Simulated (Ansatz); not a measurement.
# CH4BBr: the cost of one run

All numbers are computed with Ansatz 0.2.0 through its Python package. Level of theory: MP2/def2-SVP.

**1. The structure**

Bond lengths: C1–B2 1.521 Å, B2–Br3 1.979 Å, C1–H4 1.052 Å, C1–H5 1.162 Å, C1–H6 1.139 Å, B2–H7 1.196 Å. Angles: C1–B2–Br3 118.7°, C1–B2–H7 121.8°, Br3–B2–H7 119.4°, B2–C1–H4 111.3°, B2–C1–H5 111.0°, B2–C1–H6 113.0°, H4–C1–H5 107.0°, H4–C1–H6 109.0°, H5–C1–H6 105.2°.

No structure file is read: the coordinates are typed or built in the script.

**2. The code**

ch4bbr.py reads:

```python
"""Interaction energy of two CH4BBr molecules, with the counterpoise correction."""

import ansatz as az

BASIS = "def2-SVP"
METHOD = "mp2"

FIRST = [
    ("C", (-0.6098, 0.3534, -0.0358)),
    ("B", (0.7318, -0.3562, -0.1359)),
    ("Br", (1.3125, -1.5099, 1.3633)),
    ("H", (-1.3995, -0.3349, 0.0614)),
    ("H", (-0.8211, 0.9806, -0.9907)),
    ("H", (-0.657, 1.096, 0.8262)),
    ("H", (1.4434, -0.2291, -1.0887)),
]
SECOND = [
    ("C", (4.2648, 1.097, 0.1836)),
    ("B", (3.0766, 1.9769, 0.5406)),
    ("Br", (3.3622, 3.9241, 0.7473)),
    ("H", (4.6864, 1.3802, -0.7377)),
    ("H", (3.9439, -0.0151, 0.0832)),
    ("H", (5.078, 1.1028, 0.9808)),
    ("H", (1.9825, 1.5231, 0.7059)),
]

def energy(atoms, ghosts=()):
    molecule = az.Crystal.molecule()
    for symbol, xyz in atoms:
        molecule = molecule.atom(symbol, xyz)
    calc = (
        molecule.calculation()
        .basis(gaussian=BASIS)
        .correlation(METHOD)
    )
    deck = calc.input()
    if ghosts:
        deck = deck.set(az.key.basis.gaussian.ghost_atoms, [{"symbol": s, "position_ang": list(xyz)} for s, xyz in ghosts])
    return az.Session.from_dict(deck).plan().execute().report["free_energy_ev"]

# ghost atoms carry the functions of the partner
both = energy(FIRST + SECOND)
alone = energy(FIRST) + energy(SECOND)
ghosted = energy(FIRST, SECOND) + energy(SECOND, FIRST)
print(f"dimer {both:.6f} eV")
print(f"interaction, uncorrected   {23.060548 * (both - alone):8.3f} kcal/mol")
print(f"interaction, counterpoise  {23.060548 * (both - ghosted):8.3f} kcal/mol")
print(f"basis-set superposition    {23.060548 * (alone - ghosted):8.3f} kcal/mol")
```

**3. What the engine is handed**

The package turns the script's settings into the engine's input (first run):

```yaml
crystal:
  periodic: [false, false, false]
  atoms:
    - { symbol: C, position_ang: [-0.6098, 0.3534, -0.0358] }
    - { symbol: B, position_ang: [0.7318, -0.3562, -0.1359] }
    - { symbol: Br, position_ang: [1.3125, -1.5099, 1.3633] }
    - { symbol: H, position_ang: [-1.3995, -0.3349, 0.0614] }
    - { symbol: H, position_ang: [-0.8211, 0.9806, -0.9907] }
    - { symbol: H, position_ang: [-0.657, 1.096, 0.8262] }
    - { symbol: H, position_ang: [1.4434, -0.2291, -1.0887] }
    - { symbol: C, position_ang: [4.2648, 1.097, 0.1836] }
    - { symbol: B, position_ang: [3.0766, 1.9769, 0.5406] }
    - { symbol: Br, position_ang: [3.3622, 3.9241, 0.7473] }
    - { symbol: H, position_ang: [4.6864, 1.3802, -0.7377] }
    - { symbol: H, position_ang: [3.9439, -0.0151, 0.0832] }
    - { symbol: H, position_ang: [5.078, 1.1028, 0.9808] }
    - { symbol: H, position_ang: [1.9825, 1.5231, 0.7059] }
basis:
  gaussian:
    orbitals: def2-SVP
correlation:
  method: mp2
```

**4. The run**

The run is started by

```
$ python ch4bbr.py
```

What time and memory should one allow on 1 thread of Arm Neoverse V1, shared host?

About 18 s, with a peak of 0.46 GiB.
